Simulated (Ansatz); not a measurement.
The system is GaSn3.

```xyz
4
Lattice="-2.2724 2.2724 4.9107 2.2724 -2.2724 4.9107 2.2724 2.2724 -4.9107" Properties=species:S:1:pos:R:3 pbc="T T T"
Sn    0.0000    0.0000    4.9107
Sn    2.2724    0.0000    2.4554
Sn    0.0000    2.2724    2.4554
Ga    0.0000    0.0000    0.0000
```

The cell comes from a database or a generator and needn't be the stable form of this composition.

- Program: Ansatz 0.2.0
- Task: relaxation of cell and atoms
- Functional: PBE
- Potentials or basis: Ansatz PAW
- Cutoff: 420 eV (not typed: the program's choice for these potentials)
- k mesh: 8 × 8 × 8
- Occupations: fermi-dirac, width 0.05 eV
- Spin: no spin polarisation

At the start: volume 25.36 Å³/atom.

**Question.** How do energy, volume and symmetry change on relaxing?

**Answer.** It ends after 11 steps and the volume is 26.12 Å³/atom (+3.0 %); space group I4/mmm (No. 139, to 0.05 Å).

Step by step:
| step | energy change (eV) | largest force (eV/Å) | volume (Å³) |
| --- | --- | --- | --- |
| 1 | 0.0000 | 0.0000 | 101.43 |
| 2 | -0.0147 | 0.0000 | 105.26 |
| 3 | -0.0182 | 0.0000 | 104.96 |
| 4 | -0.0359 | 0.0000 | 105.17 |
| 5 | -0.0722 | 0.0000 | 104.84 |
| 6 | -0.0732 | 0.0000 | 103.83 |
| 7 | -0.0780 | 0.0000 | 104.46 |
| 8 | -0.0797 | 0.0000 | 104.48 |
| 9 | -0.0801 | 0.0000 | 104.47 |
| 10 | -0.0803 | 0.0000 | 104.49 |
| 11 | -0.0812 | 0.0000 | 104.49 |

Final structure:
```
Sn Ga
1.0
    -2.41369    2.41369    4.48378
     2.41369   -2.41369    4.48378
     2.41369    2.41369   -4.48378
Sn Ga
3 1
Direct
  0.50000 0.50000 0.00000
  0.25000 0.75000 0.50000
  0.75000 0.25000 0.50000
  0.00000 0.00000 0.00000
```

Caveat: the plane-wave basis is chosen anew once the cell has moved, so the energies of steps on either side of that aren't comparable.
